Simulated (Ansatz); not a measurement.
# SiGeH₄ (triplet): the correlation ladder at distance Ge1–H5 along a hydrogen transfer = 1.427 Å, cc-pVDZ

Aim: climb from Hartree-Fock through coupled cluster and multireference methods for SiGeH₄ (triplet) at one geometry and basis, and see what each rung misses.

Computed with Ansatz 0.2.0, Gaussian basis. Level: cc-pVDZ, core rule «outside noble gas», up to 19 orbitals frozen.

The runs, in order: UHF; CCSD(T) on ROHF; CCSD(T) on UHF; BCCD(T) on ROHF; CISD; CCSDT(Q) on ROHF; CCSDT(Q) on UHF; CASSCF and MRCISD+Q, 4 electrons in 4 orbitals; CASSCF and NEVPT2, 4 electrons in 4 orbitals.

9 further runs of the same task are left out: 7 that didn't finish, 2 set aside as unsound or not needed.

## Step 1: The geometry

The geometry derives from fragments relaxed apart (PBE0/def2-TZVP) and kept rigid, so it is no stationary point. A hydrogen atom is moved between rigid fragments. No spin-orbit coupling is included. The filled d shell of Ge may be among the frozen orbitals whatever the setting's name suggests; the logs give the count.

6 atoms, charge 0, spin multiplicity 3.

Atoms are counted from 1 here; the program's logs count them from 0.

Bond lengths: Ge1–H2 1.534 Å, Ge1–H3 1.534 Å, Ge1–H4 1.534 Å, Ge1–H5 1.427 Å. Angles: H2–Ge1–H3 109.5°, H2–Ge1–H4 109.5°, H2–Ge1–H5 109.5°, H3–Ge1–H4 109.5°, H3–Ge1–H5 109.5°, H4–Ge1–H5 109.5°.

In the tables R marks a restricted open-shell determinant and U an unrestricted one; 'pair' is the active space of 4 electrons in 4 orbitals; energies count from the table's Hartree-Fock row.

## Step 2: UHF

in.yaml reads:

```yaml
crystal:
  periodic: [false, false, false]
  atoms:
    - {symbol: Ge, position_ang: [-0.913995, 0.000000, 0.000000]}
    - {symbol: H, position_ang: [-1.425445, 1.446599, 0.000000]}
    - {symbol: H, position_ang: [-1.425445, -0.723300, 1.252792]}
    - {symbol: H, position_ang: [-1.425445, -0.723299, -1.252792]}
    - {symbol: H, position_ang: [0.513005, 0.000000, 0.000000]}
    - {symbol: Si, position_ang: [2.499005, 0.000000, 0.000000]}
basis:
  gaussian: {orbitals: cc-pVDZ}
magnetization: {spin_polarized: true, initial_magnetization: 2}
hamiltonian: {xc: hf}
output: {orbitals: {seedname: orbitals}}
```

Run with:

```console
> ansatz run in.yaml --threads 1 --pin off --events-out ev --progress --plain --max-ram 2393MiB
```

The program printed:

```text
Functional definition: HF
  name "HF"
  cite "Fock, Z. Phys. 61, 126 (1930) doi:10.1007/BF01340294"
  parent pbe
  exchange = exact_x
  correlation = 0
682 factors; integrals over basis functions are off by at most 1.4e-3 eV
mean field evaluation 1: about -64394.3073 eV, gradient 8.5e0 eV
mean field evaluation 2: about -64394.3105 eV, gradient 8.5e0 eV
mean field evaluation 4: about -64395.3154 eV, gradient 7.7e-1 eV
mean field evaluation 8: about -64395.3286 eV, gradient 1.5e-2 eV
mean field evaluation 16: about -64395.1549 eV, gradient 8.1e-1 eV
mean field evaluation 32: about -64394.1645 eV, gradient 3.6e0 eV
mean field -64395.32863254 eV, -2366.4846785245 hartree, gradient 1.3e-5 eV, S^2 2.023687; 1 other end points of the search recorded, 0 dependent functions left out
reference -64395.32863254 eV, -2366.4846785245 hartree; 26, 24 occupied and 39, 41 virtual orbitals, 682 factors
Total energy: -64395.32863254 eV, -2366.4846785245 hartree
```

Wall time 0.78 s (1 thread of AMD EPYC 9R05, shared host).

From the report: ⟨S²⟩ of the determinant 2.024 (pure triplet: 2.00).

## Step 3: CCSD(T) on ROHF

Edit in.yaml of step 2 so:

```diff
@@ -11,4 +11,3 @@
   gaussian: {orbitals: cc-pVDZ}
-magnetization: {spin_polarized: true, initial_magnetization: 2}
-hamiltonian: {xc: hf}
-output: {orbitals: {seedname: orbitals}}
+magnetization: {spin_polarized: false, initial_magnetization: 2}
+correlation: {method: ccsd_t, electrons: outside_noble_gas}
```

Launched as before.

The program printed, shortened:

```text
Functional definition: HF
  name "HF"
  cite "Fock, Z. Phys. 61, 126 (1930) doi:10.1007/BF01340294"
  parent pbe
[...]
682 factors; integrals over basis functions are off by at most 1.4e-3 eV
[...]
mean field -64395.20986344 eV, -2366.4803138405 hartree, gradient 2.7e-6 eV, S^2 2.000000; 7 other end points of the search recorded, 0 dependent functions left out
[...]
determinant -64395.20986344 eV, -2366.4803138405 hartree, with singles and doubles -64401.06191422 eV, -2366.6953727401 hartree
determinant -64394.23558465 eV, -2366.4445097552 hartree, with singles and doubles -64400.18775461 eV, -2366.6632479668 hartree
19 core orbitals not correlated: weight in the atoms' cores, before any rotation towards them, 0.999 or more for the frozen orbitals, at most 0.001 for the correlated occupied ones
reference -64395.20986344 eV, -2366.4803138405 hartree; 7, 5 occupied and 39, 41 virtual orbitals, 682 factors
second order -4.51164915 eV of doubles, -0.06493688 eV of singles
cycle   1  -5.85189758 eV  change    1.5e-4 eV  update   2.7e-4
[...]
cycle   6  -5.85185733 eV  change    4.5e-6 eV  update   4.6e-6
perturbative correction -0.11825296 eV, -0.0043457162 hartree
Total energy: -64401.17997374 eV, -2366.6997113471 hartree
```

Wall time 2.7 s (1 thread of AMD EPYC 9R05, shared host).

From the report: correlation -5.9701 eV; T1 0.017; largest double amplitude 0.06.

## Step 4: CCSD(T) on UHF

Edit in.yaml of step 3 so:

```diff
@@ -11,3 +11,3 @@
   gaussian: {orbitals: cc-pVDZ}
-magnetization: {spin_polarized: false, initial_magnetization: 2}
+magnetization: {spin_polarized: true, initial_magnetization: 2}
 correlation: {method: ccsd_t, electrons: outside_noble_gas}
```

Same command.

The program printed, shortened:

```text
Functional definition: HF
  name "HF"
  cite "Fock, Z. Phys. 61, 126 (1930) doi:10.1007/BF01340294"
  parent pbe
[...]
682 factors; integrals over basis functions are off by at most 1.4e-3 eV
[...]
mean field -64395.32863254 eV, -2366.4846785245 hartree, gradient 9.4e-6 eV, S^2 2.023687; 3 other end points of the search recorded, 0 dependent functions left out
determinant -64395.32863254 eV, -2366.4846785245 hartree, with singles and doubles -64401.06425736 eV, -2366.6954588488 hartree
determinant -64394.34947778 eV, -2366.4486952505 hartree, with singles and doubles -64400.19170324 eV, -2366.6633930762 hartree
19 core orbitals not correlated: weight in the atoms' cores, before any rotation towards them, 0.999 or more for the frozen orbitals, at most 0.001 for the correlated occupied ones
reference -64395.32863254 eV, -2366.4846785245 hartree; 7, 5 occupied and 39, 41 virtual orbitals, 682 factors
second order -4.45214881 eV of doubles, -0.00000000 eV of singles
cycle   1  -5.73566753 eV  change   -4.3e-5 eV  update   1.0e-3
[...]
cycle   7  -5.73604329 eV  change   -6.5e-6 eV  update   3.0e-6
perturbative correction -0.11586194 eV, -0.0042578479 hartree
Total energy: -64401.18053778 eV, -2366.6997320754 hartree
```

It took 2 s on 1 thread of AMD EPYC 9R05, shared host.

From the report: ⟨S²⟩ of the determinant 2.024 (pure triplet: 2.00); correlation -5.8519 eV; T1 0.015; largest double amplitude 0.06.

## Step 5: BCCD(T) on ROHF

Edit in.yaml of step 4 so:

```diff
@@ -11,3 +11,3 @@
   gaussian: {orbitals: cc-pVDZ}
-magnetization: {spin_polarized: true, initial_magnetization: 2}
-correlation: {method: ccsd_t, electrons: outside_noble_gas}
+magnetization: {spin_polarized: false, initial_magnetization: 2}
+correlation: {method: bccd_t, electrons: outside_noble_gas}
```

Launched as before.

The program printed, shortened:

```text
Functional definition: HF
  name "HF"
  cite "Fock, Z. Phys. 61, 126 (1930) doi:10.1007/BF01340294"
  parent pbe
[...]
682 factors; integrals over basis functions are off by at most 1.4e-3 eV
[...]
mean field -64395.20986344 eV, -2366.4803138405 hartree, gradient 2.7e-6 eV, S^2 2.000000; 7 other end points of the search recorded, 0 dependent functions left out
[...]
determinant -64395.20986344 eV, -2366.4803138405 hartree, with singles and doubles -64401.06191422 eV, -2366.6953727401 hartree
determinant -64394.23558465 eV, -2366.4445097552 hartree, with singles and doubles -64400.18775461 eV, -2366.6632479668 hartree
19 core orbitals not correlated: weight in the atoms' cores, before any rotation towards them, 0.999 or more for the frozen orbitals, at most 0.001 for the correlated occupied ones
reference -64395.20986344 eV, -2366.4803138405 hartree; 7, 5 occupied and 39, 41 virtual orbitals, 682 factors
second order -4.51164915 eV of doubles, -0.06493688 eV of singles
cycle   1  -5.85181871 eV  change    2.3e-4 eV  update   2.3e-3
[...]
cycle   7  -5.84988059 eV  change    1.2e-6 eV  update   9.5e-6
perturbative correction -0.12077627 eV, -0.0044384460 hartree
Total energy: -64401.18052030 eV, -2366.6997314330 hartree
```

Wall time 3 s (1 thread of AMD EPYC 9R05, shared host).

From the report: correlation -5.9707 eV; largest double amplitude 0.06.

## Step 6: CISD

Edit in.yaml of step 5 so:

```diff
@@ -12,2 +12,2 @@
 magnetization: {spin_polarized: false, initial_magnetization: 2}
-correlation: {method: bccd_t, electrons: outside_noble_gas}
+correlation: {active_space: {ras: {orbitals: [5, 2, 39], electrons: 12, max_holes: 2, max_particles: 2}, fixed_orbitals: true}}
```

Same command.

The program printed:

```text
Functional definition: HF
  name "HF"
  cite "Fock, Z. Phys. 61, 126 (1930) doi:10.1007/BF01340294"
  parent pbe
  exchange = exact_x
  correlation = 0
682 factors; integrals over basis functions are off by at most 1.4e-3 eV
mean field evaluation 1: about -64394.2735 eV, gradient 1.1e1 eV
mean field evaluation 2: about -64394.2768 eV, gradient 1.1e1 eV
mean field evaluation 4: about -64395.2065 eV, gradient 7.1e-1 eV
mean field evaluation 8: about -64395.2099 eV, gradient 9.9e-5 eV
mean field evaluation 16: about -64394.2356 eV, gradient 2.1e-5 eV
mean field evaluation 32: about -64394.6588 eV, gradient 2.7e0 eV
mean field -64395.20986344 eV, -2366.4803138405 hartree, gradient 2.7e-6 eV, S^2 2.000000; 6 other end points of the search recorded, 0 dependent functions left out
reference -64395.20986344 eV, -2366.4803138405 hartree; 26, 24 occupied and 39, 41 virtual orbitals, 682 factors
state -64400.55421868 eV, -2366.6767152730 hartree
Total energy: -64400.55421868 eV, -2366.6767152730 hartree
```

Run time: 2.9 s. Hardware: 1 thread of AMD EPYC 9R05, shared host.

From the report: 167,486 determinants.

## Step 7: CCSDT(Q) on ROHF

Edit in.yaml of step 6 so:

```diff
@@ -12,2 +12,2 @@
 magnetization: {spin_polarized: false, initial_magnetization: 2}
-correlation: {active_space: {ras: {orbitals: [5, 2, 39], electrons: 12, max_holes: 2, max_particles: 2}, fixed_orbitals: true}}
+correlation: {method: ccsdt_q, electrons: outside_noble_gas}
```

Launched as before.

The program printed, shortened:

```text
Functional definition: HF
  name "HF"
  cite "Fock, Z. Phys. 61, 126 (1930) doi:10.1007/BF01340294"
  parent pbe
[...]
1271 factors; integrals over basis functions are off by at most 2.4e-7 eV
[...]
mean field -64395.21000856 eV, -2366.4803191736 hartree, gradient 2.7e-6 eV, S^2 2.000000; 5 other end points of the search recorded, 0 dependent functions left out
determinant -64395.21000856 eV, -2366.4803191736 hartree, with singles and doubles -64401.06206876 eV, -2366.6953784192 hartree
determinant -64394.23572502 eV, -2366.4445149138 hartree, with singles and doubles -64400.18790582 eV, -2366.6632535238 hartree
19 core orbitals not correlated: weight in the atoms' cores, before any rotation towards them, 0.999 or more for the frozen orbitals, at most 0.001 for the correlated occupied ones
reference -64395.21000856 eV, -2366.4803191736 hartree; 7, 5 occupied and 39, 41 virtual orbitals, 1271 factors
second order -4.51169689 eV of doubles, -0.06493700 eV of singles
cycle   1  -5.50996437 eV  change   -9.3e-1 eV  update   8.1e-2
[...]
cycle  15  -5.99912697 eV  change   -1.3e-7 eV  update   2.8e-7
perturbative correction -0.00404236 eV, -0.0001485542 hartree
Total energy: -64401.21317789 eV, -2366.7009315775 hartree
```

It took 24 s on 1 thread of AMD EPYC 9R05, shared host; peak memory 0.77 GiB.

From the report: correlation -6.0032 eV; T1 0.017; largest double amplitude 0.07.

## Step 8: CCSDT(Q) on UHF

Edit in.yaml of step 7 so:

```diff
@@ -11,3 +11,3 @@
   gaussian: {orbitals: cc-pVDZ}
-magnetization: {spin_polarized: false, initial_magnetization: 2}
+magnetization: {spin_polarized: true, initial_magnetization: 2}
 correlation: {method: ccsdt_q, electrons: outside_noble_gas}
```

Same command.

The program printed, shortened:

```text
Functional definition: HF
  name "HF"
  cite "Fock, Z. Phys. 61, 126 (1930) doi:10.1007/BF01340294"
  parent pbe
[...]
1271 factors; integrals over basis functions are off by at most 2.4e-7 eV
[...]
mean field -64395.32877864 eV, -2366.4846838937 hartree, gradient 2.9e-6 eV, S^2 2.023687; 3 other end points of the search recorded, 0 dependent functions left out
determinant -64395.32877864 eV, -2366.4846838937 hartree, with singles and doubles -64401.06441183 eV, -2366.6954645255 hartree
determinant -64394.34961884 eV, -2366.4487004347 hartree, with singles and doubles -64400.19185466 eV, -2366.6633986407 hartree
19 core orbitals not correlated: weight in the atoms' cores, before any rotation towards them, 0.999 or more for the frozen orbitals, at most 0.001 for the correlated occupied ones
reference -64395.32877864 eV, -2366.4846838937 hartree; 7, 5 occupied and 39, 41 virtual orbitals, 1271 factors
second order -4.45219495 eV of doubles, -0.00000000 eV of singles
cycle   1  -5.37105650 eV  change   -9.2e-1 eV  update   8.2e-2
[...]
cycle  17  -5.88058378 eV  change    8.8e-7 eV  update   3.2e-7
perturbative correction -0.00404027 eV, -0.0001484771 hartree
Total energy: -64401.21340269 eV, -2366.7009398386 hartree
```

It took 20 s on 1 thread of AMD EPYC 9R05, shared host; peak memory 0.63 GiB.

From the report: ⟨S²⟩ of the determinant 2.024 (pure triplet: 2.00); correlation -5.8846 eV; T1 0.015; largest double amplitude 0.07.

## Step 9: CASSCF and MRCISD+Q, 4 electrons in 4 orbitals

Edit in.yaml of step 8 so:

```diff
@@ -11,3 +11,3 @@
   gaussian: {orbitals: cc-pVDZ}
-magnetization: {spin_polarized: true, initial_magnetization: 2}
-correlation: {method: ccsdt_q, electrons: outside_noble_gas}
+magnetization: {spin_polarized: false, initial_magnetization: 2}
+correlation: {method: fic_mrcisd_q, electrons: outside_noble_gas, active_space: {window: {electrons: 4, orbitals: 4}}}
```

Launched as before.

The program printed, shortened:

```text
Functional definition: HF
  name "HF"
  cite "Fock, Z. Phys. 61, 126 (1930) doi:10.1007/BF01340294"
  parent pbe
[...]
682 factors; integrals over basis functions are off by at most 1.4e-3 eV
[...]
mean field -64395.20986344 eV, -2366.4803138405 hartree, gradient 2.7e-6 eV, S^2 2.000000; 6 other end points of the search recorded, 0 dependent functions left out
reference -64395.20986344 eV, -2366.4803138405 hartree; 26, 24 occupied and 39, 41 virtual orbitals, 682 factors
state -64395.59203238 eV, -2366.4943582901 hartree
contracted CI cycle   1: correlation 0.00000000 eV, 0.0000000000 hartree, residual 1.64e1 eV
contracted CI cycle   2: correlation -4.91268090 eV, -0.1805376930 hartree, residual 2.34e0 eV
contracted CI cycle   3: correlation -5.02561276 eV, -0.1846878626 hartree, residual 6.03e-1 eV
[...]
state -64395.57455671 eV, -2366.4937160710 hartree
contracted CI cycle   1: correlation 0.00000000 eV, 0.0000000000 hartree, residual 1.66e1 eV
contracted CI cycle   2: correlation -4.90921823 eV, -0.1804104424 hartree, residual 2.33e0 eV
contracted CI cycle   3: correlation -5.01859518 eV, -0.1844299710 hartree, residual 5.59e-1 eV
contracted CI cycle   4: correlation -5.02460379 eV, -0.1846507835 hartree, residual 1.46e-1 eV
contracted CI cycle   5: correlation -5.02507853 eV, -0.1846682299 hartree, residual 4.48e-2 eV
contracted CI cycle   6: correlation -5.02512706 eV, -0.1846700133 hartree, residual 1.37e-2 eV
contracted CI cycle   7: correlation -5.02513114 eV, -0.1846701632 hartree, residual 4.14e-3 eV
contracted CI cycle   8: correlation -5.02513150 eV, -0.1846701766 hartree, residual 1.26e-3 eV
state -64395.57455671 eV, -2366.4937160710 hartree; corrected -64401.15795153 eV, -2366.6989020460 hartree
state -64395.59203238 eV, -2366.4943582901 hartree; corrected -64401.21102909 eV, -2366.7008526103 hartree
Total energy: -64401.21102909 eV, -2366.7008526103 hartree
```

It took 3.6 s on 1 thread of AMD EPYC 9R05, shared host.

From the report: 36 determinants; active occupations 1.98, 1.00, 1.00, 0.02.

## Step 10: CASSCF and NEVPT2, 4 electrons in 4 orbitals

Edit in.yaml of step 9 so:

```diff
@@ -12,2 +12,2 @@
 magnetization: {spin_polarized: false, initial_magnetization: 2}
-correlation: {method: fic_mrcisd_q, electrons: outside_noble_gas, active_space: {window: {electrons: 4, orbitals: 4}}}
+correlation: {method: sc_nevpt2, electrons: outside_noble_gas, active_space: {window: {electrons: 4, orbitals: 4}}}
```

The command is unchanged.

The program printed, shortened:

```text
Functional definition: HF
  name "HF"
  cite "Fock, Z. Phys. 61, 126 (1930) doi:10.1007/BF01340294"
  parent pbe
[...]
682 factors; integrals over basis functions are off by at most 1.4e-3 eV
[...]
mean field -64395.20986344 eV, -2366.4803138405 hartree, gradient 2.7e-6 eV, S^2 2.000000; 6 other end points of the search recorded, 0 dependent functions left out
reference -64395.20986344 eV, -2366.4803138405 hartree; 26, 24 occupied and 39, 41 virtual orbitals, 682 factors
state -64395.59203238 eV, -2366.4943582901 hartree
state -64395.59203238 eV, -2366.4943582901 hartree; corrected -64399.81638742 eV, -2366.6496004745 hartree
state -64395.57455671 eV, -2366.4937160710 hartree
state -64395.57455671 eV, -2366.4937160710 hartree; corrected -64399.83622104 eV, -2366.6503293463 hartree
state -64395.57455671 eV, -2366.4937160710 hartree; corrected -64399.83622104 eV, -2366.6503293463 hartree
the orbitals are reached from a further start. From the first start the search ends at -64395.59202597 eV, -2366.4943580544 hartree
WARN: the results are in doubt because another end's mean lies 0.017 eV lower, and its corrected mean 0.020 eV higher
Total energy: -64399.83622104 eV, -2366.6503293463 hartree
In doubt: another end's mean lies 0.017 eV lower, and its corrected mean 0.020 eV higher
```

It took 3 s on 1 thread of AMD EPYC 9R05, shared host.

From the report: 18 determinants; active occupations 1.96, 1.00, 1.00, 0.04. Mind the lines of doubt at the end of the log.

## Step 11: The ladder

The yardstick is UCCSDT(Q), where the cluster series has nearly closed. Rows without a time come out of other runs: HF, MP2 and CCSD of CCSD(T), CCSDT of CCSDT(Q), CASSCF and MRCISD of the multireference runs.

Differences are taken before rounding.

| method | energy from the lowest RHF (kJ/mol) | from UCCSDT(Q) (kJ/mol) | time |
| --- | --- | --- | --- |
| RHF | 0.0 | +579.3 |  |
| UHF | -11.5 | +567.8 |  |
| RMP2 | -441.6 | +137.7 |  |
| UMP2 | -441.0 | +138.2 |  |
| CISD | -515.7 | +63.6 | 2.9 s |
| RCCSD | -564.6 | +14.6 |  |
| UCCSD | -564.9 | +14.3 |  |
| RCCSD(T) | -576.0 | +3.2 | 2.7 s |
| UCCSD(T) | -576.1 | +3.2 | 2 s |
| BCCD(T) | -576.1 | +3.2 | 3 s |
| RCCSDT | -578.8 | +0.4 |  |
| UCCSDT | -578.9 | +0.4 |  |
| RCCSDT(Q) | -579.2 | 0.0 | 24 s |
| UCCSDT(Q) | -579.3 | 0 | 20 s |
| CASSCF pair | -36.9 | +542.4 |  |
| MRCISD pair | -522.5 | +56.7 |  |
| MRCISD+Q pair | -579.0 | +0.2 | 3.6 s |

Among the levels timed on like hardware and quicker than the yardstick, those that no quicker one beats, quickest first: UCCSD(T) (2 s, +3.2 kJ/mol); MRCISD+Q pair (3.6 s, +0.2 kJ/mol).

Not comparable, so not listed: CASSCF and NEVPT2, 4 electrons in 4 orbitals (they don't share determinant, frozen orbitals or solution with the rows shown, or repeat one).

## Step 12: What came out

| quantity | value |
| --- | --- |
| UCCSDT(Q) below the RHF energy | -6.0035 eV |
| RMP2 from UCCSDT(Q) | +137.7 kJ/mol |
| UMP2 from UCCSDT(Q) | +138.2 kJ/mol |
| RCCSD from UCCSDT(Q) | +14.6 kJ/mol |
| RCCSD(T) from UCCSDT(Q) | +3.2 kJ/mol |
| UCCSD(T) from UCCSDT(Q) | +3.2 kJ/mol |
| RCCSDT(Q) from UCCSDT(Q) | 0.0 kJ/mol |
| MRCISD+Q pair from UCCSDT(Q) | +0.2 kJ/mol |
| levels within 1 kcal/mol (43 meV) | RCCSD(T), UCCSD(T), BCCD(T), RCCSDT, UCCSDT, RCCSDT(Q), MRCISD+Q pair |
| T1 diagnostic | 0.017 |

What this shows: RCCSD(T) lands +3.2 kJ/mol from the yardstick (0.6 % of the correlation energy). These misses are within one basis, not against nature; the frozen cores of restricted and unrestricted runs differ, which can shift their rows.

MRCISD+Q pair reaches 0.2 kJ/mol from the reference in 3.6 s, where UCCSDT(Q) took 20 s; the quickest level in the cost chart, UCCSD(T), takes 2 s and misses by 3.2 kJ/mol.
